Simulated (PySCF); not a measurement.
# MnBr6 (-3): ligand-field states, spin distribution, part 1 of 2

Wanted: ligand-field states, spin distribution for MnBr6 (-3) (`[Br][Mn-3]([Br])([Br])([Br])([Br])[Br]`).

Programs: PySCF 2.14.0, with routines of our own; each step states its level. All values are computed. Atoms count from 0.

## (1) The starting structure

7 atoms, charge -3, states of the metal's open shell are computed; geometry from: GFN2-xTB.

## (2) Ligand-field states: state-averaged CASSCF in acetonitrile

The job: settings as JSON, then the geometry in Å.

```
{"job": {"kind": "lf", "basis": {"metal": "x2c-TZVPall", "ligand": "x2c-SVPall"}, "nevpt": true, "tol": 5, "solvent": "acetonitrile"}, "charge": -3, "metal": "Mn", "open_shell": "d4"}
Mn     0.000000     0.000000     0.000000
Br     2.731850    -0.004090    -0.014259
Br    -2.730514     0.004443     0.014106
Br    -0.003585     2.722500    -0.001966
Br     0.004921    -2.722147     0.001813
Br    -0.012358    -0.001565     2.508397
Br     0.013694     0.001917    -2.508550
```

With the program's defaults for keys left out, this is: state-averaged CASSCF of the metal d shell, SC-NEVPT2 on the averaged canonical orbitals, state-interaction spin-orbit coupling.

Command:

```console
OMP_NUM_THREADS=1 python lf_run.py task.json out
```

This one command runs all jobs of the session in turn.

Output:

```text
basis functions 240, electrons 238, active (4e, 5o)
stage 1: DIIS on the effective Fock matrix, level shift 0.30
cycle   1  E = -16775.1274917275  dE = -1.678e+04  max|g| = 3.202e+00
cycle   2  E = -16780.5926921345  dE = -5.465e+00  max|g| = 1.296e+00
cycle   3  E = -16781.6991491713  dE = -1.106e+00  max|g| = 5.170e-01
cycle   4  E = -16781.5124834850  dE =  1.867e-01  max|g| = 5.406e-01
cycle   5  E = -16781.1602888929  dE =  3.522e-01  max|g| = 9.109e-01
cycle   6  E = -16779.1040356235  dE =  2.056e+00  max|g| = 1.784e+00
cycle   7  E = -16777.8619027660  dE =  1.242e+00  max|g| = 2.376e+00
cycle   8  E = -16776.5516306976  dE =  1.310e+00  max|g| = 2.556e+00
cycle   9  E = -16775.3356748419  dE =  1.216e+00  max|g| = 3.066e+00
cycle  10  E = -16774.4775515229  dE =  8.581e-01  max|g| = 3.128e+00
cycle  11  E = -16773.8764163174  dE =  6.011e-01  max|g| = 2.890e+00
cycle  12  E = -16773.7173586879  dE =  1.591e-01  max|g| = 2.918e+00
cycle  13  E = -16774.0917557787  dE = -3.744e-01  max|g| = 2.804e+00
cycle  14  E = -16774.4141415984  dE = -3.224e-01  max|g| = 2.710e+00
cycle  15  E = -16778.0092180310  dE = -3.595e+00  max|g| = 1.924e+00
stage 2: quasi-Newton rotations from the point of smallest gradient
cycle  17  E = -16781.7221497844  dE = -2.300e-02  max|g| = 2.987e-01
cycle  18  E = -16781.7578176159  dE = -3.567e-02  max|g| = 6.494e-02
cycle  19  E = -16781.7638484672  dE = -6.031e-03  max|g| = 5.317e-02
cycle  20  E = -16781.7653276429  dE = -1.479e-03  max|g| = 4.359e-03
cycle  21  E = -16781.7653560083  dE = -2.837e-05  max|g| = 8.279e-04
cycle  22  E = -16781.7653588670  dE = -2.859e-06  max|g| = 1.977e-04
cycle  23  E = -16781.7653589683  dE = -1.012e-07  max|g| = 4.833e-05
cycle  24  E = -16781.7653589759  dE = -7.651e-09  max|g| = 1.013e-05
cycle  25  E = -16781.7653589763  dE = -3.965e-10  max|g| = 2.585e-06
converged average energy = -16781.7653589763

 mult deg   label        CASSCF/cm-1   NEVPT2/cm-1
   5   1   5Ag                 0.0           0.0
   5   1   5Ag              4496.5        5815.8
   3   1   3Ag             18698.0       13285.8
   3   1   3Ag             19110.5       14303.6
   3   1   3Ag             19124.7       14331.5
   5   1   5Ag             11088.7       16280.4
   5   1   5Ag             11121.5       16312.8
   5   1   5Ag             12163.7       17592.1
   3   1   3Ag             21734.5       21075.6
   3   1   3Ag             24665.3       22975.0
   3   1   3Ag             24674.6       23002.9
   3   1   3Ag             24977.4       23998.4
   3   1   3Ag             23941.5       24008.7
   1   1   1Ag             29332.6       24385.4
   1   1   1Ag             30275.9       24536.6
   1   1   1Ag             30246.6       24543.6
   3   1   3Ag             27977.5       25794.8
   1   1   1Ag             29732.1       25947.7
   3   1   3Ag             26303.3       25968.2
   3   1   3Ag             27851.1       26931.2
   1   1   1Ag             30739.0       26948.9
   3   1   3Ag             27072.6       27149.4
   3   1   3Ag             27078.7       27166.8
   1   1   1Ag             34273.2       29915.5
   1   1   1Ag             33632.1       31071.2
   3   1   3Ag             31706.2       31135.8
   3   1   3Ag             31900.4       31487.5
   3   1   3Ag             29730.6       32127.3
   1   1   1Ag             34622.9       33250.5
   1   1   1Ag             34704.6       33386.7
   1   1   1Ag             34479.9       33678.6
   3   1   3Ag             33321.9       34714.8
   3   1   3Ag             33465.8       34970.5
   3   1   3Ag             33604.2       35275.8
   3   1   3Ag             31774.2       35412.5
   3   1   3Ag             31798.8       35450.0
   3   1   3Ag             32291.6       35463.9
   3   1   3Ag             32263.0       35489.8
   1   1   1Ag             36505.6       35899.7
   1   1   1Ag             36664.3       36227.1
   1   1   1Ag             36692.5       36277.9
   3   1   3Ag             33152.9       36797.3
   1   1   1Ag             40486.4       38850.8
   1   1   1Ag             39630.6       39653.4
   3   1   3Ag             40420.7       40050.6
   1   1   1Ag             42814.6       40168.9
   3   1   3Ag             36961.6       40197.5
   3   1   3Ag             36975.1       40210.0
   3   1   3Ag             41583.2       40323.9
   3   1   3Ag             42128.8       40530.9
   3   1   3Ag             42156.5       40534.7
   3   1   3Ag             37327.9       40727.6
   3   1   3Ag             41349.5       41582.8
   3   1   3Ag             39319.6       43983.9
   3   1   3Ag             39420.1       44112.3
   1   1   1Ag             40909.9       44140.3
   1   1   1Ag             44956.9       44416.6
   1   1   1Ag             41323.4       44891.6
   1   1   1Ag             41339.6       44915.3
   3   1   3Ag             40656.0       46330.0

spin-orbit levels / cm-1
      0.00  x1  5Ag 1.00
      2.40  x1  5Ag 1.00
      2.71  x1  5Ag 1.00
     10.14  x2  5Ag 1.00
   5811.05  x1  5Ag 1.00
   5811.09  x1  5Ag 1.00
   5819.30  x1  5Ag 1.00
   5819.68  x1  5Ag 1.00
   5822.31  x1  5Ag 1.00
  13267.28  x1  3Ag 0.97
  13287.47  x1  3Ag 0.99
  13288.00  x1  3Ag 0.99
  14254.12  x1  3Ag 0.59 3Ag 0.40
  14268.30  x1  3Ag 0.58 3Ag 0.39
  14320.90  x1  3Ag 0.99
  14348.31  x1  3Ag 0.99
  14400.64  x1  3Ag 0.59 3Ag 0.40
  14410.07  x1  3Ag 0.59 3Ag 0.40
  16113.07  x1  5Ag 0.54 5Ag 0.46
  16113.08  x1  5Ag 0.54 5Ag 0.46
  16193.88  x1  5Ag 0.57 5Ag 0.42
  16196.05  x1  5Ag 0.59 5Ag 0.40
  16267.12  x1  5Ag 0.98
  16298.82  x1  5Ag 0.98
  16358.83  x1  5Ag 0.58 5Ag 0.39
  16399.64  x1  5Ag 0.58 5Ag 0.42
  16478.99  x1  5Ag 0.53 5Ag 0.45
  16479.26  x1  5Ag 0.54 5Ag 0.45
  17606.71  x2  5Ag 0.99
  17624.89  x1  5Ag 0.97
```

Run time: 83 s. Hardware: 1 thread of Arm Neoverse V1, shared host; peak memory 0.83 GiB.

In short:

```tsv
quantity	value
spin-orbit constant ζ	282 cm⁻¹
```

Powder susceptibility:

```tsv
T (K)	χT (cm³ K/mol)	μ(eff)
2	2.255	4.25
5	2.729	4.67
10	2.884	4.80
20	2.943	4.85
30	2.957	4.86
50	2.965	4.87
75	2.969	4.87
100	2.971	4.87
150	2.974	4.88
200	2.977	4.88
250	2.979	4.88
300	2.982	4.88
```

The fields below are evaluated on a grid from the run's orbitals.

The spin density lies nearest to Mn0 95 %.

## (3) Spin distribution: unrestricted DFT, spin states

The job: settings as JSON, then the geometry in Å.

```
{"job": {"kind": "spin", "xc": "M06-L"}, "charge": -3, "metal": "Mn", "open_shell": "d4"}
Mn     0.000000     0.000000     0.000000
Br     2.731850    -0.004090    -0.014259
Br    -2.730514     0.004443     0.014106
Br    -0.003585     2.722500    -0.001966
Br     0.004921    -2.722147     0.001813
Br    -0.012358    -0.001565     2.508397
Br     0.013694     0.001917    -2.508550
```

With the program's defaults for keys left out, this is: unrestricted DFT energies of the spin multiplicities at one geometry, beside CASSCF and NEVPT2 of the metal shell.

Output:

```text
multiplicity 5
final grid: 91704 points
cycle   1  E = -16789.3736680276  dE =  4.082e+00  |g| = 3.481e+00  |ddm| = 2.093e+00
cycle   2  E = -16760.8519483760  dE =  2.852e+01  |g| = 8.520e+00  |ddm| = 2.262e+01
cycle   3  E = -16784.4835869994  dE = -2.363e+01  |g| = 3.378e+00  |ddm| = 1.599e+01
cycle   4  E = -16781.4539634277  dE =  3.030e+00  |g| = 5.840e+00  |ddm| = 1.655e+01
cycle   5  E = -16781.5065033435  dE = -5.254e-02  |g| = 5.819e+00  |ddm| = 6.828e-01
cycle   6  E = -16781.4829023283  dE =  2.360e-02  |g| = 5.821e+00  |ddm| = 1.129e+00
cycle   7  E = -16781.5084101789  dE = -2.551e-02  |g| = 5.810e+00  |ddm| = 1.222e+00
cycle   8  E = -16781.5023318406  dE =  6.078e-03  |g| = 5.811e+00  |ddm| = 3.962e-02
cycle   9  E = -16781.5023256996  dE =  6.141e-06  |g| = 5.811e+00  |ddm| = 1.627e-04
cycle  10  E = -16776.7530834862  dE =  4.749e+00  |g| = 6.874e+00  |ddm| = 2.934e+00
cycle  11  E = -16775.3060921147  dE =  1.447e+00  |g| = 7.056e+00  |ddm| = 1.813e+00
cycle  12  E = -16722.9245806660  dE =  5.238e+01  |g| = 7.059e+00  |ddm| = 2.232e+01
cycle  13  E = -16765.1973347505  dE = -4.227e+01  |g| = 8.778e+00  |ddm| = 2.274e+01
cycle  14  E = -16765.0103608756  dE =  1.870e-01  |g| = 8.801e+00  |ddm| = 1.125e-01
cycle  15  E = -16764.5997565554  dE =  4.106e-01  |g| = 8.848e+00  |ddm| = 4.459e-01
cycle  16  E = -16762.0385510465  dE =  2.561e+00  |g| = 9.160e+00  |ddm| = 1.081e+00
cycle  17  E = -16762.2492625267  dE = -2.107e-01  |g| = 9.130e+00  |ddm| = 3.874e-01
cycle  18  E = -16744.7381731383  dE =  1.751e+01  |g| = 1.128e+01  |ddm| = 6.859e+00
cycle  19  E = -16744.1057134846  dE =  6.325e-01  |g| = 1.136e+01  |ddm| = 1.824e+00
cycle  20  E = -16717.2281920678  dE =  2.688e+01  |g| = 1.481e+01  |ddm| = 4.669e+00
cycle  21  E = -16688.7133235610  dE =  2.851e+01  |g| = 6.333e+00  |ddm| = 3.052e+01
cycle  22  E = -16646.1376004640  dE =  4.258e+01  |g| = 1.959e+01  |ddm| = 3.258e+01
cycle  23  E = -16662.9903295649  dE = -1.685e+01  |g| = 1.858e+01  |ddm| = 3.412e+00
cycle  24  E = -16662.0712013331  dE =  9.191e-01  |g| = 1.859e+01  |ddm| = 3.416e+00
cycle  25  E = -16663.4367260377  dE = -1.366e+00  |g| = 1.855e+01  |ddm| = 2.473e+00
cycle  26  E = -16606.6877348665  dE =  5.675e+01  |g| = 2.226e+01  |ddm| = 1.027e+01
cycle  27  E = -16627.9582155789  dE = -2.127e+01  |g| = 2.042e+01  |ddm| = 5.965e+00
cycle  28  E = -16234.2038615218  dE =  3.938e+02  |g| = 2.803e+01  |ddm| = 1.521e+01
cycle  29  E = -16182.5304273932  dE =  5.167e+01  |g| = 2.483e+01  |ddm| = 1.355e+01
cycle  30  E = -16658.7278219026  dE = -4.762e+02  |g| = 9.293e+00  |ddm| = 4.232e+01
cycle  31  E = -16529.7763056805  dE =  1.290e+02  |g| = 2.128e+01  |ddm| = 3.177e+01
cycle  32  E = -16522.9925539916  dE =  6.784e+00  |g| = 2.147e+01  |ddm| = 5.347e+00
cycle  33  E = -16523.2497443914  dE = -2.572e-01  |g| = 2.146e+01  |ddm| = 1.273e-01
cycle  34  E = -16556.1911902442  dE = -3.294e+01  |g| = 2.256e+01  |ddm| = 9.502e+00
cycle  35  E = -16567.1244619250  dE = -1.093e+01  |g| = 2.259e+01  |ddm| = 2.684e+00
cycle  36  E = -16601.4729997316  dE = -3.435e+01  |g| = 2.279e+01  |ddm| = 1.088e+01
cycle  37  E = -16541.7492657823  dE =  5.972e+01  |g| = 2.636e+01  |ddm| = 9.526e+00
cycle  38  E = -16243.8716547575  dE =  2.979e+02  |g| = 3.086e+01  |ddm| = 1.002e+01
cycle  39  E = -16558.9681691920  dE = -3.151e+02  |g| = 1.155e+01  |ddm| = 4.345e+01
cycle  40  E = -16342.3638641928  dE =  2.166e+02  |g| = 2.260e+01  |ddm| = 4.045e+01
SCF not converged, last energy = -16342.3638641928
restart with level shift 0.25
final grid: 91704 points
cycle   1  E = -16793.4798603764  dE = -2.380e-02  |g| = 4.775e-01  |ddm| = 5.793e-01
cycle   2  E = -16793.3331606798  dE =  1.467e-01  |g| = 8.549e-01  |ddm| = 7.298e-01
cycle   3  E = -16793.5182435332  dE = -1.851e-01  |g| = 2.579e-01  |ddm| = 2.866e-01
cycle   4  E = -16793.5512187127  dE = -3.298e-02  |g| = 3.427e-02  |ddm| = 1.774e-01
cycle   5  E = -16793.5536000087  dE = -2.381e-03  |g| = 1.764e-02  |ddm| = 6.811e-02
cycle   6  E = -16793.5544582008  dE = -8.582e-04  |g| = 1.936e-02  |ddm| = 4.749e-02
cycle   7  E = -16793.5549266433  dE = -4.684e-04  |g| = 1.812e-02  |ddm| = 3.144e-02
cycle   8  E = -16793.5552405038  dE = -3.139e-04  |g| = 1.409e-02  |ddm| = 2.634e-02
cycle   9  E = -16793.5554070514  dE = -1.665e-04  |g| = 9.788e-03  |ddm| = 1.848e-02
cycle  10  E = -16793.5554870321  dE = -7.998e-05  |g| = 4.936e-03  |ddm| = 1.222e-02
cycle  11  E = -16793.5555144433  dE = -2.741e-05  |g| = 3.714e-03  |ddm| = 7.924e-03
cycle  12  E = -16793.5555255159  dE = -1.107e-05  |g| = 3.033e-03  |ddm| = 4.969e-03
cycle  13  E = -16793.5555310211  dE = -5.505e-06  |g| = 2.184e-03  |ddm| = 3.263e-03
cycle  14  E = -16793.5555335899  dE = -2.569e-06  |g| = 1.449e-03  |ddm| = 2.120e-03
cycle  15  E = -16793.5555347772  dE = -1.187e-06  |g| = 8.769e-04  |ddm| = 1.404e-03
cycle  16  E = -16793.5555352273  dE = -4.501e-07  |g| = 5.626e-04  |ddm| = 8.940e-04
level shift removed, Fock matrix diagonalised once more
converged SCF energy = -16793.5555352273
multiplicity 3
final grid: 91704 points
cycle   1  E = -16789.5802192153  dE =  3.808e+00  |g| = 3.556e+00  |ddm| = 1.931e+00
cycle   2  E = -16770.2271060513  dE =  1.935e+01  |g| = 8.050e+00  |ddm| = 2.257e+01
cycle   3  E = -16785.0544387578  dE = -1.483e+01  |g| = 3.415e+00  |ddm| = 1.082e+01
cycle   4  E = -16781.4226573129  dE =  3.632e+00  |g| = 5.861e+00  |ddm| = 1.909e+01
cycle   5  E = -16781.7442903060  dE = -3.216e-01  |g| = 5.751e+00  |ddm| = 1.151e+00
cycle   6  E = -16781.5007976141  dE =  2.435e-01  |g| = 5.751e+00  |ddm| = 2.186e+00
cycle   7  E = -16781.6173496259  dE = -1.166e-01  |g| = 5.728e+00  |ddm| = 1.901e+00
cycle   8  E = -16781.5932625626  dE =  2.409e-02  |g| = 5.720e+00  |ddm| = 2.040e+00
cycle   9  E = -16781.9741182363  dE = -3.809e-01  |g| = 5.684e+00  |ddm| = 1.272e+00
cycle  10  E = -16779.2630414258  dE =  2.711e+00  |g| = 6.364e+00  |ddm| = 2.329e+00
cycle  11  E = -16778.9690267652  dE =  2.940e-01  |g| = 6.394e+00  |ddm| = 1.679e+00
cycle  12  E = -16731.0433464400  dE =  4.793e+01  |g| = 6.066e+00  |ddm| = 2.843e+01
cycle  13  E = -16761.7601023114  dE = -3.072e+01  |g| = 9.612e+00  |ddm| = 2.882e+01
cycle  14  E = -16753.0628501846  dE =  8.697e+00  |g| = 1.033e+01  |ddm| = 3.510e+00
cycle  15  E = -16754.0987313858  dE = -1.036e+00  |g| = 1.019e+01  |ddm| = 2.671e-01
cycle  16  E = -16753.9813316715  dE =  1.174e-01  |g| = 1.023e+01  |ddm| = 6.493e-01
cycle  17  E = -16750.7025930379  dE =  3.279e+00  |g| = 1.052e+01  |ddm| = 2.240e+00
cycle  18  E = -16748.1581583207  dE =  2.544e+00  |g| = 1.110e+01  |ddm| = 5.369e+00
cycle  19  E = -16748.3558269270  dE = -1.977e-01  |g| = 1.106e+01  |ddm| = 7.189e-01
cycle  20  E = -16681.2257777977  dE =  6.713e+01  |g| = 1.777e+01  |ddm| = 7.867e+00
cycle  21  E = -16689.0788113728  dE = -7.853e+00  |g| = 6.332e+00  |ddm| = 3.154e+01
cycle  22  E = -16641.8077793548  dE =  4.727e+01  |g| = 2.010e+01  |ddm| = 3.337e+01
cycle  23  E = -16627.4375450998  dE =  1.437e+01  |g| = 2.132e+01  |ddm| = 3.788e+00
cycle  24  E = -16632.8304831886  dE = -5.393e+00  |g| = 2.074e+01  |ddm| = 1.953e+00
cycle  25  E = -16631.5993209424  dE =  1.231e+00  |g| = 2.074e+01  |ddm| = 3.283e+00
cycle  26  E = -16613.3370272242  dE =  1.826e+01  |g| = 2.269e+01  |ddm| = 5.440e+00
cycle  27  E = -16614.7339978215  dE = -1.397e+00  |g| = 2.246e+01  |ddm| = 6.199e-01
cycle  28  E = -16184.3440341520  dE =  4.304e+02  |g| = 2.560e+01  |ddm| = 2.485e+01
cycle  29  E = -16346.3519177405  dE = -1.620e+02  |g| = 2.417e+01  |ddm| = 1.550e+01
cycle  30  E = -16634.5097986514  dE = -2.882e+02  |g| = 1.199e+01  |ddm| = 3.699e+01
cycle  31  E = -16570.3259217349  dE =  6.418e+01  |g| = 1.847e+01  |ddm| = 2.836e+01
cycle  32  E = -16714.1182668806  dE = -1.438e+02  |g| = 1.392e+01  |ddm| = 7.815e+00
cycle  33  E = -16774.0523987321  dE = -5.993e+01  |g| = 6.109e+00  |ddm| = 9.239e+00
cycle  34  E = -16780.7175153385  dE = -6.665e+00  |g| = 4.515e+00  |ddm| = 1.999e+01
cycle  35  E = -16773.2522037682  dE =  7.465e+00  |g| = 7.764e+00  |ddm| = 1.978e+01
cycle  36  E = -16776.5857294582  dE = -3.334e+00  |g| = 7.035e+00  |ddm| = 3.142e+00
cycle  37  E = -16775.3888282369  dE =  1.197e+00  |g| = 7.071e+00  |ddm| = 3.034e+00
cycle  38  E = -16771.7730032597  dE =  3.616e+00  |g| = 7.966e+00  |ddm| = 3.023e+00
cycle  39  E = -16776.6970570566  dE = -4.924e+00  |g| = 6.687e+00  |ddm| = 1.932e+00
cycle  40  E = -16780.4753900551  dE = -3.778e+00  |g| = 5.921e+00  |ddm| = 2.500e+00
SCF not converged, last energy = -16780.4753900551
restart with level shift 0.25
final grid: 91704 points
cycle   1  E = -16793.4302296570  dE = -4.234e-02  |g| = 4.290e-01  |ddm| = 5.593e-01
cycle   2  E = -16793.2409773150  dE =  1.893e-01  |g| = 9.111e-01  |ddm| = 7.094e-01
cycle   3  E = -16793.4473606609  dE = -2.064e-01  |g| = 3.071e-01  |ddm| = 2.708e-01
cycle   4  E = -16793.4889294966  dE = -4.157e-02  |g| = 4.345e-02  |ddm| = 1.752e-01
cycle   5  E = -16793.4911687585  dE = -2.239e-03  |g| = 1.688e-02  |ddm| = 5.993e-02
cycle   6  E = -16793.4916925733  dE = -5.238e-04  |g| = 2.078e-02  |ddm| = 3.846e-02
cycle   7  E = -16793.4920302700  dE = -3.377e-04  |g| = 2.004e-02  |ddm| = 2.674e-02
cycle   8  E = -16793.4922814092  dE = -2.511e-04  |g| = 1.970e-02  |ddm| = 2.707e-02
cycle   9  E = -16793.4924447553  dE = -1.633e-04  |g| = 1.669e-02  |ddm| = 1.876e-02
cycle  10  E = -16793.4925576174  dE = -1.129e-04  |g| = 1.382e-02  |ddm| = 1.795e-02
cycle  11  E = -16793.4926211227  dE = -6.351e-05  |g| = 9.895e-03  |ddm| = 1.122e-02
cycle  12  E = -16793.4926510423  dE = -2.992e-05  |g| = 7.359e-03  |ddm| = 7.280e-03
cycle  13  E = -16793.4926673812  dE = -1.634e-05  |g| = 4.780e-03  |ddm| = 4.681e-03
cycle  14  E = -16793.4926742662  dE = -6.885e-06  |g| = 3.103e-03  |ddm| = 2.793e-03
cycle  15  E = -16793.4926767806  dE = -2.514e-06  |g| = 2.215e-03  |ddm| = 1.754e-03
cycle  16  E = -16793.4926780428  dE = -1.262e-06  |g| = 1.517e-03  |ddm| = 1.109e-03
cycle  17  E = -16793.4926785778  dE = -5.350e-07  |g| = 1.102e-03  |ddm| = 6.953e-04
cycle  18  E = -16793.4926788360  dE = -2.582e-07  |g| = 7.921e-04  |ddm| = 4.214e-04
level shift removed, Fock matrix diagonalised once more
converged SCF energy = -16793.4926788360
```

Run time: 8.9 min. Hardware: 1 thread of Arm Neoverse V1, shared host; peak memory 0.8 GiB.

(Continued in part 2 of 2.)
